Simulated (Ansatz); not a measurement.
# CH2AlFSi: the cost of one run

Computed with Ansatz 0.2.0, Gaussian basis. Level: BLYP-D4/def2-SVP.

### 1 The system as given

SMILES `FC#[Si][AlH2]`, 6 atoms, charge 0, spin multiplicity 1.

Atoms are counted from 1 here; the program's logs count them from 0.

Bond lengths: F1–C2 1.338 Å, C2–Si3 1.721 Å, Si3–Al4 2.386 Å, Al4–H5 1.569 Å, Al4–H6 1.568 Å. Angles: F1–C2–Si3 138.2°, C2–Si3–Al4 147.2°, Si3–Al4–H5 127.4°, Si3–Al4–H6 125.3°, H5–Al4–H6 107.3°.

Coordinates:

```mol
CH2AlFSi
  3D, bonds by distance, orders not assigned

  6  5  0  0  0  0  0  0  0  0999 V2000
    2.1400   -2.5656    1.3290 F   0  0
    1.2471   -1.8879    0.5984 C   0  0
    0.6458   -0.2798    0.4748 Si  0  0
   -0.9256    1.2023   -0.5397 Al  0  0
   -0.7408    2.0268   -1.8621 H   0  0
   -2.3666    1.5042   -0.0003 H   0  0
  1  2  8  0
  2  3  8  0
  3  4  8  0
  4  5  8  0
  4  6  8  0
M  END
```

### 2 The run

File md/in.yaml:

```yaml
crystal:
  periodic: [false, false, false]
  atoms:
    - {symbol: F, position_ang: [2.140030, -2.565580, 1.328970]}
    - {symbol: C, position_ang: [1.247120, -1.887930, 0.598430]}
    - {symbol: Si, position_ang: [0.645790, -0.279770, 0.474780]}
    - {symbol: Al, position_ang: [-0.925610, 1.202290, -0.539740]}
    - {symbol: H, position_ang: [-0.740770, 2.026810, -1.862110]}
    - {symbol: H, position_ang: [-2.366570, 1.504190, -0.000340]}
basis:
  gaussian: {orbitals: def2-SVP}
hamiltonian: {xc: {name: BLYP}, dispersion: d4}
md: {n_steps: 40, timestep: 0.25, temperature: 300, ensemble: nvt_langevin, seed: 3, friction: 0.002, initial_velocities: maxwell_boltzmann}
```

Command:

```sh
$ ansatz run in.yaml --threads 2 --pin off --events-out ev --progress --plain --max-ram 3481MiB
```

Q: Estimate wall time and peak memory on 2 threads of AMD EPYC 7B13, shared host.

About 28 s, with a peak of 0.14 GiB.
